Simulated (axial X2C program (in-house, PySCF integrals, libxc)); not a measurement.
**KSi⁺: properties at the nuclei**

Aim: properties at the nuclei of KSi⁺, with spin–orbit coupling in the Hamiltonian from the start.

Method: two-component X2C with atomic mean-field terms, K dyall-cv3z, Si dyall-v3z; program: an in-house X2C program for linear molecules on PySCF integrals.

All values are calculated.

## 1. The job

The input, task.json:

```json
{"zs": [19, 14], "q": 1, "bas": ["dyall-cv3z", "dyall-v3z"], "r0": 3.12, "levels": ["PBE0", "HF", "BP86", "TPSSh", "PBE50"], "nst": 3}
```

Keys: zs atomic numbers; q charge; bas basis sets; r0 starting distance in Å; levels methods (HF also brings MP2); nst determinants followed.

The run is started by

```console
> python soeom.py task.json out
```

Further steps of the session: Expectation values, lowest determinant; Expectation values, a higher determinant; Expectation values, a higher determinant.

**Question.** What will these runs give? Wanted: lowest determinant; Eeff magnitude; Ws magnitude K; A∥/gI K; qzz K; higher determinant (for each run or level that gives them).

The runs gave:

| quantity | value |
| --- | --- |
| lowest determinant | Ω = 2 (excess of +ω over −ω: ω = 1/2, ω = 3/2) |
| Eeff magnitude (GV/cm), PBE0 | 0.109 |
| Ws magnitude K (kHz), PBE0 | 0.00751 |
| A∥/gI K (MHz), PBE0 | 25 |
| qzz K (a.u.), PBE0 | -0.10 |
| higher determinant | Ω = 1 (excess of +ω over −ω: 2 × ω = 1/2) |
| Eeff magnitude (GV/cm), PBE0, higher determinant | 0.116 |
| Ws magnitude K (kHz), PBE0, higher determinant | 0.0174 |
| A∥/gI K (MHz), PBE0, higher determinant | 57.2 |
| qzz K (a.u.), PBE0, higher determinant | -0.11 |
| higher determinant | Ω = 1 (excess of +ω over −ω: ω = -1/2, ω = 3/2) |
| Eeff magnitude (GV/cm), PBE0, higher determinant | 0.12 |
| Ws magnitude K (kHz), PBE0, higher determinant | 0.017 |
| A∥/gI K (MHz), PBE0, higher determinant | -54.7 |
| qzz K (a.u.), PBE0, higher determinant | -0.11 |

What this shows: In the first state, the effective field runs from 0.107 to 0.118 GV/cm over the mean-field levels. The expectation values come from single determinants, which for open shells can mix terms of unlike spin or miss the lowest Ω, so a determinant need not be a state. Eeff is the effective electric field on the electron dipole moment in this Ω state and Ws the scalar–pseudoscalar constant (defined with the proton number Z and per Ω); A∥ is the parallel hyperfine constant, which follows by multiplying with the nuclear g factor gI = μI/(I μN); qzz is the electric field gradient, eQq0 = 234.96 MHz × Q/barn × qzz. The operators were transformed with the bare-nucleus X2C matrices.
